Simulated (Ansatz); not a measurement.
# BrGeH: the cost of one run

The runs use Ansatz 0.2.0, Gaussian basis; cc-pVTZ, core rule «outside noble gas», up to 28 orbitals frozen.

Plan: UHF; CCSD(T) on RHF; CCSD(T) on UHF; BCCD(T) on RHF; CCSDT(Q) on RHF; CCSDT(Q) on UHF; CASSCF and MRCISD+Q, 12 electrons in 9 orbitals; CASSCF and NEVPT2, 12 electrons in 9 orbitals.

8 further runs of the same task are left out: 2 for a known fault of the program, 6 set aside as unsound or not needed.

## Step 1: The geometry

The geometry is a PBE0/def2-TZVP stationary point (not a proven minimum) of the parent state, kept for this charge and spin. No spin-orbit coupling is included. The filled d shell of Ge, Br may be among the frozen orbitals whatever the setting's name suggests; the logs give the count.

3 atoms, charge 0, spin multiplicity 1.

Atoms are counted from 1 here; the program's logs count them from 0.

Bond lengths: Ge1–Br2 2.300 Å, Ge1–H3 1.556 Å. Angles: Br2–Ge1–H3 115.8°.

## Step 2: UHF

The input, in.yaml:

```yaml
crystal:
  periodic: [false, false, false]
  atoms:
    - {symbol: Ge, position_ang: [0.000000, -0.482260, 0.527082]}
    - {symbol: Br, position_ang: [0.000000, -0.416051, -1.771802]}
    - {symbol: H, position_ang: [0.000000, 0.898312, 1.244719]}
basis:
  gaussian: {orbitals: cc-pVTZ}
magnetization: {spin_polarized: true, initial_magnetization: 0}
hamiltonian: {xc: hf}
output: {orbitals: {seedname: orbitals}}
```

Command:

```console
$ ansatz run in.yaml --threads 1 --pin off --events-out ev --progress --plain --max-ram 4096MiB --backend cpu
```

What time and memory should one allow on 1 thread of AMD EPYC 7R13, shared host?

About 6.5 s, with a peak of 0.27 GiB.
